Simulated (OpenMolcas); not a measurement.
# One shape, several levels: GeH2Cl2O (SMILES [OH][GeH]([Cl])[Cl])

We compute a comparison of 6 runs (HF/STO-3G, BHLYP/cc-pVDZ, M06-L/cc-pVDZ, PBE/cc-pVDZ, r2SCAN/cc-pVDZ, B3LYP/6-31G*) of GeH2Cl2O. 

The calculation is run with OpenMolcas 26.06.

## (1) The structure to begin with

GeH2Cl2O has 6 atoms, charge 0, and is taken as a singlet. As SMILES, `[OH][GeH]([Cl])[Cl]`. The shape is that of a PBE0-D4/def2-TZVP optimisation. This is one conformer, not always the lowest.

Bond lengths: O1–Ge2 1.752 Å, Ge2–Cl3 2.137 Å, Ge2–Cl4 2.137 Å, O1–H5 0.961 Å, Ge2–H6 1.521 Å. Angles: O1–Ge2–Cl3 109.7°, O1–Ge2–Cl4 109.7°, Cl3–Ge2–Cl4 106.8°, O1–Ge2–H6 108.2°, Cl3–Ge2–H6 111.2°, Cl4–Ge2–H6 111.3°, Ge2–O1–H5 113.6°.

## (2) Energy and gradient at HF/STO-3G (run 1)

Input file struct.xyz:

```xyz
6

O     -0.161000     1.291000    -0.614200
Ge    -0.065400    -0.148800     0.378900
Cl     1.948500    -0.862600     0.421700
Cl    -1.252400    -1.700600    -0.487400
H      0.126400     1.152000    -1.521000
H     -0.554000     0.204900     1.775700
```

Input file mol.inp:

```
&GATEWAY
BasLib=$CurrDir
Coord=struct.xyz
Basis=STO-3G
Group=NoSym
&SEWARD
&SCF
Thresholds=1e-10 1e-07 1e-07 1e-05
PrOrbitals=0
&ALASKA
```

The basis set STO-3G is read from a file made from the Basis Set Exchange's data (not shown).

Run with:

```
$ export MOLCAS_MEM=1860
$ pymolcas mol.inp > mol.log
```

Output:

```text
--- Start Module: gateway ---
[...]
--- Stop Module: gateway /rc=_RC_ALL_IS_WELL_ ---
[...]
      Basis functions           43
[...]
--- Start Module: scf ---
[...]
       Convergence after  11 Iterations
[...]
::    Total SCF energy                              -3036.0529304876
[...]
      Total spin, S                                     0.0000000000
[...]
      Total electronic charge=   76.000000
      Total            charge=   -0.000000
[...]
      Dipole Moment (debye):
      Origin of the operator (angstrom)=    0.1019   -0.4857    0.0997
                   X= -6.0274E-01               Y=  1.8563E+00               Z=  3.8035E-01           Total=  1.9884E+00
      Quadrupole Moment (debye*angstrom):
[...]
--- Stop Module: scf /rc=_RC_ALL_IS_WELL_ ---
--- Start Module: alaska ---
[...]
 *              Molecular gradients               *
 **************************************************
  Irreducible representation: a
 ------------------------------------------------------------------------------------------
                              X                       Y                       Z
 ------------------------------------------------------------------------------------------
  O1                8.66135511504140E-03    1.49651320206985E-02   -4.50595885584057E-02
  GE2               1.19307976734699E-02   -3.66363563679037E-02   -8.06633008194879E-03
  CL3              -2.11910064857790E-03    7.89168981784272E-04   -7.88019561501319E-04
  CL4               1.59429849173875E-03    1.75556883181116E-03    2.26901812240499E-04
  H5               -9.58185601919981E-03    9.71021108534518E-03    2.53749351186174E-02
  H6               -1.04854946123027E-02    9.41627544826718E-03    2.83121012710321E-02
 ------------------------------------------------------------------------------------------
[...]
```

Run time: 2.5 s. Hardware: 1 thread of Arm Neoverse V2, shared host; peak memory 0.38 GiB.

## (3) Energy and forces at BHLYP/cc-pVDZ (run 2)

Input file calc.inp:

```
&GATEWAY
BasLib=$CurrDir
Coord
6
bohr
O     -0.30424591     2.43963643    -1.16066979
Ge    -0.12358809    -0.28119125     0.71601723
Cl     3.68213135    -1.63007776     0.79689751
Cl    -2.36669300    -3.21366825    -0.92105251
H      0.23886138     2.17696450    -2.87427344
H     -1.04690827     0.38720488     3.35558668
Basis=cc-pVDZ
Group=NoSym
&SEWARD
GridInput
Grid=UltraFine
End of Grid
&SCF
KSDFT=HYB_GGA_XC_BHANDHLYP
Thresholds=1e-10 1e-07 1e-07 1e-05
PrOrbitals=0
&ALASKA
```

The basis set cc-pVDZ is read from a file made from the Basis Set Exchange's data (not shown).

Run with:

```
$ export MOLCAS_MEM=1860
$ pymolcas calc.inp > calc.log
```

Output:

```text
--- Start Module: gateway ---
[...]
--- Stop Module: gateway /rc=_RC_ALL_IS_WELL_ ---
[...]
      Basis functions           87
[...]
--- Start Module: scf ---
[...]
       Convergence after  14 Iterations
[...]
::    Total KS-DFT energy                           -3073.8625746439
[...]
      Total spin, S                                     0.0000000000
[...]
      Total electronic charge=   76.000000
      Total            charge=   -0.000000
[...]
      Dipole Moment (debye):
      Origin of the operator (angstrom)=    0.1019   -0.4857    0.0997
                   X= -1.8117E-01               Y=  7.1685E-01               Z= -5.7015E-02           Total=  7.4158E-01
      Quadrupole Moment (debye*angstrom):
[...]
--- Stop Module: scf /rc=_RC_ALL_IS_WELL_ ---
[...]
--- Start Module: alaska ---
[...]
 *              Molecular gradients               *
 **************************************************
  Irreducible representation: a
 ------------------------------------------------------------------------------------------
                              X                       Y                       Z
 ------------------------------------------------------------------------------------------
  O1               -1.03440954934619E-03   -1.11178757675034E-03    4.81393481181946E-03
  GE2               2.61482238308730E-03   -3.29491625301870E-03   -6.15337772637758E-03
  CL3              -4.76524773034726E-03    1.62073443120114E-03   -2.74832696603777E-04
  CL4               2.92058445835508E-03    3.62234755709068E-03    1.88495559425661E-03
  H5                1.10710702247907E-03   -1.40696368299367E-03   -2.74628353038153E-03
  H6               -8.42856584382545E-04    5.70585524602762E-04    2.47560354718601E-03
 ------------------------------------------------------------------------------------------
[...]
```

It took 32 s on 1 thread of Arm Neoverse V2, shared host; peak memory 0.48 GiB.

Runs 3 to 5 aren't shown in full; the table further down has their settings and results.

## (4) Energy and forces at B3LYP/6-31G(d) (Cartesian functions) (run 6)

Input file job.input:

```
&GATEWAY
BasLib=$CurrDir
Coord
6
bohr
O     -0.30424591     2.43963643    -1.16066979
Ge    -0.12358809    -0.28119125     0.71601723
Cl     3.68213135    -1.63007776     0.79689751
Cl    -2.36669300    -3.21366825    -0.92105251
H      0.23886138     2.17696450    -2.87427344
H     -1.04690827     0.38720488     3.35558668
Basis=6-31Gs
Group=NoSym
&SEWARD
GridInput
Grid=UltraFine
End of Grid
&SCF
KSDFT=B3LYP
Thresholds=1e-10 1e-07 1e-07 1e-05
PrOrbitals=1 1
&ALASKA
```

The basis set 6-31G* is read from a file made from the Basis Set Exchange's data (not shown).

Run with:

```
$ export MOLCAS_MEM=1860
$ pymolcas job.input > job.log
```

Output:

```text
--- Start Module: gateway ---
[...]
--- Stop Module: gateway /rc=_RC_ALL_IS_WELL_ ---
[...]
      Basis functions           92
[...]
--- Start Module: scf ---
[...]
       Convergence after  15 Iterations
[...]
::    Total KS-DFT energy                           -3073.6865914197
[...]
      Total spin, S                                     0.0000000000
[...]
      Total electronic charge=   76.000000
      Total            charge=   -0.000000
[...]
      Dipole Moment (debye):
      Origin of the operator (angstrom)=    0.1019   -0.4857    0.0997
                   X= -1.6779E-01               Y=  7.4531E-01               Z= -1.3181E-01           Total=  7.7525E-01
      Quadrupole Moment (debye*angstrom):
[...]
--- Stop Module: scf /rc=_RC_ALL_IS_WELL_ ---
[...]
--- Start Module: alaska ---
[...]
 *              Molecular gradients               *
 **************************************************
  Irreducible representation: a
 ------------------------------------------------------------------------------------------
                              X                       Y                       Z
 ------------------------------------------------------------------------------------------
  O1                3.94007305803701E-03   -1.08263006125426E-02   -4.06542916055130E-03
  GE2               2.28497187272403E-03   -2.84252614320302E-03   -5.39338859867300E-03
  CL3              -1.11652267543718E-02    3.89660287721583E-03   -1.04607053439398E-03
  CL4               7.00324803032970E-03    8.64259568254511E-03    4.09383425552790E-03
  H5               -2.88014953428406E-03    1.83107111837399E-03    8.62063161970195E-03
  H6                8.17083327599999E-04   -7.01442922525608E-04   -2.20957758148899E-03
 ------------------------------------------------------------------------------------------
[...]
```

It took 29 s on 1 thread of Arm Neoverse V2, shared host; peak memory 0.51 GiB.

## (5) All runs side by side

```csv
run,level,integration grid,Cartesian functions,energy (Eh),dipole moment (D),HOMO energy (eV),LUMO energy (eV),wall time
1,HF/STO-3G,–,no,-3036.052930,1.99,-10.69,7.06,2.5 s
2,BHLYP/cc-pVDZ,UltraFine,no,-3073.862575,0.74,-10.42,0.40,32 s
3,M06-L/cc-pVDZ,UltraFine,no,-3073.851202,0.96,-7.96,-1.33,45 s
4,PBE/cc-pVDZ,UltraFine,no,-3073.141625,0.87,-7.49,-1.64,34 s
5,r2SCAN/cc-pVDZ,UltraFine,no,-3073.812225,0.88,-7.96,-1.43,45 s
6,B3LYP/6-31G* (Cartesian functions),UltraFine,yes,-3073.686591,0.78,-8.81,-1.08,29 s
```

## (6) Summary of results

```
                       quantity           value
            run 6: total energy  -3073.68659 Eh
           run 6: dipole moment          0.78 D
             run 6: HOMO energy        -8.81 eV
             run 6: LUMO energy        -1.08 eV
           run 6: HOMO–LUMO gap         7.73 eV
run 6: largest force on an atom      0.628 eV/Å
```

The dipole moment (its size) runs from 0.74 D (BHLYP/cc-pVDZ) to 1.99 D (HF/STO-3G). The two ends differ in method and basis. The HOMO–LUMO gap runs from 5.85 eV (PBE/cc-pVDZ) to 17.75 eV (HF/STO-3G). Totals of different functionals can't be ranked against each other. In run 1 the basis is minimal, so the values are rough. All runs together took 3.1 min, the longest 45 s.
